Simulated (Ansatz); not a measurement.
Write a Python script for Ansatz 0.2.0 through its Python package that makes a short molecular-dynamics run of C2HFSe, SMILES FC1=C[Se]1. Settings (for the species named): PBE0, def2-SVP basis, multiplicity 1.

```xyz
5

F    -0.3644   -1.5929    1.2049
C    -0.3137   -0.5627    0.2672
C     0.3945    0.6080   -0.2166
Se   -0.9353    0.2049   -1.2259
H     1.2689    1.2691   -0.0711
```

`c2hfse_md.py`:
```python
"""A short Born-Oppenheimer trajectory of C2HFSe."""

import ansatz
from ase import Atoms
import numpy as np

atoms = Atoms(["F", "C", "C", "Se", "H"], positions=[
    (-0.3644, -1.5929, 1.2049),
    (-0.3137, -0.5627, 0.2672),
    (0.3945, 0.608, -0.2166),
    (-0.9353, 0.2049, -1.2259),
    (1.2689, 1.2691, -0.0711),
])
system = ansatz.Crystal.molecule_from_ase(atoms)

setup = system.calculation().basis(gaussian="def2-SVP").functional("pbe0")
symbols = [site.symbol for site in system.cartesian_sites]
start = np.array([site.position_ang for site in system.cartesian_sites], dtype=float)
r = setup.relax(force_tolerance=0.02).run().report
end = np.array(r["positions_ang"])
minimum = ansatz.Crystal.molecule()
for symbol, place in zip(symbols, end):
    minimum = minimum.atom(symbol, place.tolist())

# dynamics from the relaxed geometry
setup = (
    minimum.calculation()
    .basis(gaussian="def2-SVP")
    .functional("pbe0")
    .md("nvt_nose_hoover", timestep=1.0, steps=30, temperature=800, initial_velocities="maxwell_boltzmann", seed=66, thermostat_time=20)
)
frames = []
result = setup.session().plan().execute(on_event=lambda e: frames.append(e["data"]) if e["event"] == "md_step" else None)
print("t (fs)   E_pot (eV)      E_kin (eV)   T (K)   d(0-1) (A)")
for f in frames[::1]:
    xyz = np.array(f["positions_ang"])
    print(f"{f['time_fs']:6.2f} {f['lagrangian_ev']:14.5f} {f['e_kin_ev']:10.5f} {f['temperature_k']:8.1f} {np.linalg.norm(xyz[0] - xyz[1]):9.4f}")
kept = np.array([f["conserved_ev"] for f in frames])
print(f"conserved energy moves by at most {1000 * np.ptp(kept):.3f} meV")
symbols = [site.symbol for site in system.cartesian_sites]
with open("last_frame.xyz", "w") as handle:
    handle.write(f"{len(symbols)}\nt = {frames[-1]['time_fs']} fs\n")
    handle.writelines("{:2s} {:10.5f} {:10.5f} {:10.5f}\n".format(s, *xyz) for s, xyz in zip(symbols, frames[-1]["positions_ang"]))
```

```console
$ python c2hfse_md.py
t (fs)   E_pot (eV)      E_kin (eV)   T (K)   d(0-1) (A)
  0.00   -70129.04733    0.31022    800.0    1.2930
  1.00   -70129.04002    0.30333    782.2    1.2875
  2.00   -70129.02246    0.28619    738.0    1.2826
  3.00   -70128.99984    0.26365    679.9    1.2786
  4.00   -70128.97161    0.23561    607.6    1.2756
  5.00   -70128.93654    0.20137    519.3    1.2737
  6.00   -70128.89889    0.16496    425.4    1.2730
  7.00   -70128.86564    0.13291    342.8    1.2734
  8.00   -70128.83985    0.10808    278.7    1.2750
  9.00   -70128.81845    0.08769    226.1    1.2776
 10.00   -70128.79735    0.06804    175.4    1.2811
 11.00   -70128.77825    0.05067    130.7    1.2856
 12.00   -70128.76769    0.04146    106.9    1.2907
 13.00   -70128.76770    0.04239    109.3    1.2963
 14.00   -70128.77243    0.04846    125.0    1.3020
 15.00   -70128.77673    0.05513    142.2    1.3075
 16.00   -70128.78266    0.06428    165.8    1.3125
 17.00   -70128.79555    0.08112    209.2    1.3168
 18.00   -70128.81662    0.10735    276.8    1.3203
 19.00   -70128.84075    0.13883    358.0    1.3228
 20.00   -70128.86158    0.16998    438.3    1.3245
 21.00   -70128.87858    0.20021    516.3    1.3253
 22.00   -70128.89639    0.23352    602.2    1.3254
 23.00   -70128.91574    0.27051    697.6    1.3249
 24.00   -70128.93036    0.30531    787.3    1.3237
 25.00   -70128.93594    0.33325    859.4    1.3220
 26.00   -70128.93604    0.35663    919.7    1.3195
 27.00   -70128.93690    0.38053    981.3    1.3163
 28.00   -70128.93885    0.40472   1043.7    1.3124
 29.00   -70128.93418    0.42134   1086.6    1.3079
 30.00   -70128.91475    0.42210   1088.5    1.3027
conserved energy moves by at most 1.759 meV
```

`last_frame.xyz`, as written:
```text
5
t = 30.0 fs
F    -0.36548   -1.44042    1.10442
C    -0.22624   -0.52603    0.18707
C     0.43571    0.55175   -0.09110
Se   -1.10592    0.13290   -1.30759
H     1.35432    1.08757    0.07203
```

Reading the output:
- Total energies depend on the basis set; only differences at equal settings carry meaning.
- The trajectory is only some femtoseconds long, so its temperature is not equilibrated; where the script doesn't relax first, it starts from a rough generated geometry.
- The temperature counts the internal degrees of freedom alone.
- With hydrogen a step over 0.5 fs is long.
- The whole script took 3.1 min on 1 thread of Arm Neoverse N1 (shared host), peak memory 0.24 GiB.

(Lines on the test bed's own set-up are left out of the output.)
